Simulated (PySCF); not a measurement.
# InCNClF (SMILES N#[C][In]([F])[Cl]): CCSD(T)/def2-SVP (core potential)

Aim: the energy change on altering one bond length of InCNClF at CCSD(T)/def2-SVP (core potential), from 2 runs. The job is set up through a Python script.

Program for the calculation: PySCF 2.14.0.

1 further run of the same task is left out (set aside as unsound or not needed).

**1. The molecule**

The species is InCNClF (5 atoms), meant as a singlet with charge 0. As SMILES, `N#[C][In]([F])[Cl]`. The coordinates come from a PBE0-D4/def2-TZVP relaxation.

Bond lengths: N1–C2 1.152 Å, C2–In3 2.082 Å, In3–F4 1.924 Å, In3–Cl5 2.280 Å. Angles: N1–C2–In3 178.9°, C2–In3–F4 118.2°, C2–In3–Cl5 125.8°, F4–In3–Cl5 115.9°.

**2. A single-point energy at CCSD(T)/def2-SVP (core potential)**

File input.py:

```python
from pyscf import gto, cc

mol = gto.M(
    atom='''
N     -2.631633     2.742748     3.115780
C     -1.477577     1.482301     1.766705
In     0.624366    -0.736237    -0.711293
F      0.820897    -4.310276    -0.075022
Cl     2.758433     0.682191    -4.174594
''',
    unit='bohr',
    verbose=4,
    ecp={'In': 'def2-svp'},
    basis='def2-svp',
    charge=0,
    max_memory=1860,
)

hf = mol.RHF()
hf.conv_tol = 1e-10
hf.kernel()
if not hf.converged:
    hf = hf.newton().run(hf.mo_coeff, hf.mo_occ)

mycc = cc.CCSD(hf, frozen=12)
mycc.kernel()
e_t = mycc.ccsd_t()
energy = mycc.e_tot + e_t
print('E(%s) = %.9f' % ('CCSD(T)', energy))
```

Command:

```bash
$ OMP_NUM_THREADS=1 python input.py
```

The program printed:

```text
PySCF version 2.14.0

[INPUT] num. atoms = 5
[INPUT] num. electrons = 60
[INPUT] charge = 0
[INPUT] spin (= nelec alpha-beta = 2S) = 0
[INPUT] symmetry False subgroup None
[INPUT] Mole.unit = bohr
[INPUT] Symbol           X                Y                Z      unit          X                Y                Z       unit  Magmom
[INPUT]  1 N     -1.392600211105   1.451399736896   1.648799770240 AA   -2.631633000000   2.742748000000   3.115780000000 Bohr   0.0
[INPUT]  2 C     -0.781900075780   0.784399908924   0.934900024418 AA   -1.477577000000   1.482301000000   1.766705000000 Bohr   0.0
[INPUT]  3 In     0.330400258473  -0.389599842236  -0.376400045887 AA    0.624366000000  -0.736237000000  -0.711293000000 Bohr   0.0
[INPUT]  4 F      0.434399984913  -2.280899831975  -0.039699932718 AA    0.820897000000  -4.310276000000  -0.075022000000 Bohr   0.0
[INPUT]  5 Cl     1.459699881450   0.360999930695  -2.209100009643 AA    2.758433000000   0.682191000000  -4.174594000000 Bohr   0.0

nuclear repulsion = 275.341208851049
number of shells = 36
number of NR pGTOs = 169
number of NR cGTOs = 86
basis = def2-svp
ecp = {'In': 'def2-svp'}

******** <class 'pyscf.scf.hf.RHF'> ********
method = RHF
initial guess = minao
damping factor = 0
level_shift factor = 0
DIIS = <class 'pyscf.scf.diis.CDIIS'>
diis_start_cycle = 1
diis_space = 8
diis_damp = 0
SCF conv_tol = 1e-10
SCF conv_tol_grad = None
SCF max_cycles = 50
direct_scf = True
direct_scf_tol = 1e-13
Set gradient conv threshold to 1e-05
Initial guess from minao.
init E= -818.593974397886
  HOMO = -0.661009434802684  LUMO = -0.513309622506569  gap/eV = 4.01912
cycle= 1 E= -839.657200025647  delta_E= -21.1  |g|= 1.47  |ddm|= 12.2
  HOMO = -0.359947476252593  LUMO = 0.016245402892438  gap/eV = 10.23673
cycle= 2 E= -840.081634222845  delta_E= -0.424  |g|= 0.848  |ddm|= 3.74
  HOMO = -0.470468971288841  LUMO = 0.0128642809075484  gap/eV = 13.15217
cycle= 3 E= -840.219795119295  delta_E= -0.138  |g|= 0.208  |ddm|= 0.787
  HOMO = -0.483201408233912  LUMO = 0.00996717199782676  gap/eV = 13.41980
cycle= 4 E= -840.22963023397  delta_E= -0.00984  |g|= 0.0784  |ddm|= 0.26
  HOMO = -0.48718520374913  LUMO = 0.00778897518271854  gap/eV = 13.46893
cycle= 5 E= -840.231687850262  delta_E= -0.00206  |g|= 0.0234  |ddm|= 0.0966
  HOMO = -0.48460929284079  LUMO = 0.00903116297153317  gap/eV = 13.43264
cycle= 6 E= -840.231879861627  delta_E= -0.000192  |g|= 0.00861  |ddm|= 0.0392
  HOMO = -0.484776626105091  LUMO = 0.00908387082946005  gap/eV = 13.43863
cycle= 7 E= -840.231902103029  delta_E= -2.22e-05  |g|= 0.00199  |ddm|= 0.0121
  HOMO = -0.485065023131667  LUMO = 0.00909752405028286  gap/eV = 13.44685
cycle= 8 E= -840.231903929215  delta_E= -1.83e-06  |g|= 0.000555  |ddm|= 0.00395
  HOMO = -0.484934561905167  LUMO = 0.00908390066416603  gap/eV = 13.44293
cycle= 9 E= -840.231904112642  delta_E= -1.83e-07  |g|= 0.000183  |ddm|= 0.0012
  HOMO = -0.48495997591139  LUMO = 0.00909712287219971  gap/eV = 13.44398
cycle= 10 E= -840.231904144245  delta_E= -3.16e-08  |g|= 8e-05  |ddm|= 0.000397
  HOMO = -0.484952699885752  LUMO = 0.00909877541391962  gap/eV = 13.44383
cycle= 11 E= -840.231904154393  delta_E= -1.01e-08  |g|= 3.73e-05  |ddm|= 0.000214
  HOMO = -0.484953443837585  LUMO = 0.00910013079035016  gap/eV = 13.44388
cycle= 12 E= -840.231904156625  delta_E= -2.23e-09  |g|= 1.46e-05  |ddm|= 0.000105
  HOMO = -0.484953579481611  LUMO = 0.00910048768200428  gap/eV = 13.44390
cycle= 13 E= -840.231904156937  delta_E= -3.12e-10  |g|= 5.93e-06  |ddm|= 4e-05
  HOMO = -0.484953912246224  LUMO = 0.00910055859668574  gap/eV = 13.44391
cycle= 14 E= -840.231904156981  delta_E= -4.43e-11  |g|= 2.09e-06  |ddm|= 2.06e-05
  HOMO = -0.484953816821455  LUMO = 0.00910067860813707  gap/eV = 13.44391
Extra cycle  E= -840.231904156979  delta_E= 1.82e-12  |g|= 1.41e-06  |ddm|= 3.02e-06
converged SCF energy = -840.231904156979

******** <class 'pyscf.cc.ccsd.CCSD'> ********
CC2 = 0
CCSD nocc = 18, nmo = 74
frozen orbitals 12
max_cycle = 50
direct = 0
conv_tol = 1e-07
conv_tol_normt = 1e-05
diis_space = 6
diis_start_cycle = 0
diis_start_energy_diff = 1e+09
Init t2, MP2 energy = -840.902867034478  E_corr(MP2) -0.670962877498542
Init E_corr(CCSD) = -0.670962877499265
cycle = 1  E_corr(CCSD) = -0.665269628029266  dE = 0.00569324947  norm(t1,t2) = 0.0785703
cycle = 2  E_corr(CCSD) = -0.686344566812958  dE = -0.0210749388  norm(t1,t2) = 0.0276496
cycle = 3  E_corr(CCSD) = -0.686069514184542  dE = 0.000275052628  norm(t1,t2) = 0.0167398
cycle = 4  E_corr(CCSD) = -0.689039340652933  dE = -0.00296982647  norm(t1,t2) = 0.00663936
cycle = 5  E_corr(CCSD) = -0.689543606112464  dE = -0.00050426546  norm(t1,t2) = 0.00206817
cycle = 6  E_corr(CCSD) = -0.689434558206394  dE = 0.000109047906  norm(t1,t2) = 0.000714547
cycle = 7  E_corr(CCSD) = -0.689380147584665  dE = 5.44106217e-05  norm(t1,t2) = 0.000240645
cycle = 8  E_corr(CCSD) = -0.689392326618264  dE = -1.21790336e-05  norm(t1,t2) = 8.59725e-05
cycle = 9  E_corr(CCSD) = -0.689398438137427  dE = -6.11151916e-06  norm(t1,t2) = 3.86194e-05
cycle = 10  E_corr(CCSD) = -0.689398230609425  dE = 2.07528002e-07  norm(t1,t2) = 1.72955e-05
cycle = 11  E_corr(CCSD) = -0.689398316121134  dE = -8.55117084e-08  norm(t1,t2) = 6.8081e-06
CCSD converged
E(CCSD) = -840.9213024731006  E_corr = -0.6893983161211337
CCSD(T) correction = -0.0213978672901273
E(CCSD(T)) = -840.942700340
```

Run time: 34 s. Hardware: 1 thread of Intel Xeon at 2.70GHz, shared host; peak memory 0.43 GiB.

**3. The distorted shape, same level**

File job.py:

```python
from pyscf import gto, cc

mol = gto.Mole()
mol.atom = '''
N     -2.977829     3.120860     3.520479
C     -1.477577     1.482301     1.766705
In     0.624366    -0.736237    -0.711293
F      0.820897    -4.310276    -0.075022
Cl     2.758433     0.682191    -4.174594
'''
mol.charge = 0
mol.unit = 'bohr'
mol.basis = 'def2-svp'
mol.ecp = {'In': 'def2-svp'}
mol.verbose = 3
mol.max_memory = 1860
mol.build()

mf = mol.RHF()
mf.conv_tol = 1e-10
mf.kernel()
if not mf.converged:
    mf = mf.newton().run(mf.mo_coeff, mf.mo_occ)

mycc = cc.CCSD(mf, frozen=12)
mycc.kernel()
e_t = mycc.ccsd_t()
energy = mycc.e_tot + e_t
print('Final energy', energy)
```

Command:

```bash
$ OMP_NUM_THREADS=1 python job.py
```

The program printed:

```text
converged SCF energy = -840.048545237914
E(CCSD) = -840.7978128628142  E_corr = -0.7492676249000909
CCSD(T) correction = -0.0346869742224304
Final energy -840.8324998370366
```

Wall time 35 s (1 thread of Intel Xeon at 2.70GHz, shared host); peak memory 0.44 GiB.

**4. Outcome**

At CCSD(T)/def2-SVP (core potential), 12 core orbitals frozen:

```
                                                         quantity          value
                                        first shape: total energy  -840.94270 Eh
                first shape: dipole moment (Hartree–Fock density)         1.46 D
                 first shape: HOMO energy (Hartree–Fock orbitals)      -13.20 eV
                 first shape: LUMO energy (Hartree–Fock orbitals)        0.25 eV
               first shape: HOMO–LUMO gap (Hartree–Fock orbitals)       13.44 eV
        first shape: correlation energy (12 core orbitals frozen)     -710.8 mEh
                                      first shape: (T) correction     -21.40 mEh
                                       first shape: T1 diagnostic          0.014
                                    distorted shape: total energy  -840.83250 Eh
            distorted shape: dipole moment (Hartree–Fock density)         1.59 D
             distorted shape: HOMO energy (Hartree–Fock orbitals)      -11.41 eV
             distorted shape: LUMO energy (Hartree–Fock orbitals)       -0.23 eV
           distorted shape: HOMO–LUMO gap (Hartree–Fock orbitals)       11.19 eV
    distorted shape: correlation energy (12 core orbitals frozen)     -784.0 mEh
                                  distorted shape: (T) correction     -34.69 mEh
                                   distorted shape: T1 diagnostic          0.026
energy change with the N1–C2 bond stretched from 1.152 to 1.498 Å       2.999 eV
```

With the N1–C2 bond stretched from 1.152 to 1.498 Å the energy rises by 3.00 eV (69 kcal/mol). The first shape isn't relaxed at this level, so the change isn't measured from a minimum. Mulliken charges (first shape) of the mean-field density run from -0.58 on F4 to +1.23 on In3; they depend strongly on the basis. The triples (first shape) make up 3.0 % of the correlation energy. The T1 diagnostic (distorted shape) of 0.026 is above the customary mark for such species, so a single reference may not serve. The triples (distorted shape) make up 4.4 % of the correlation energy.
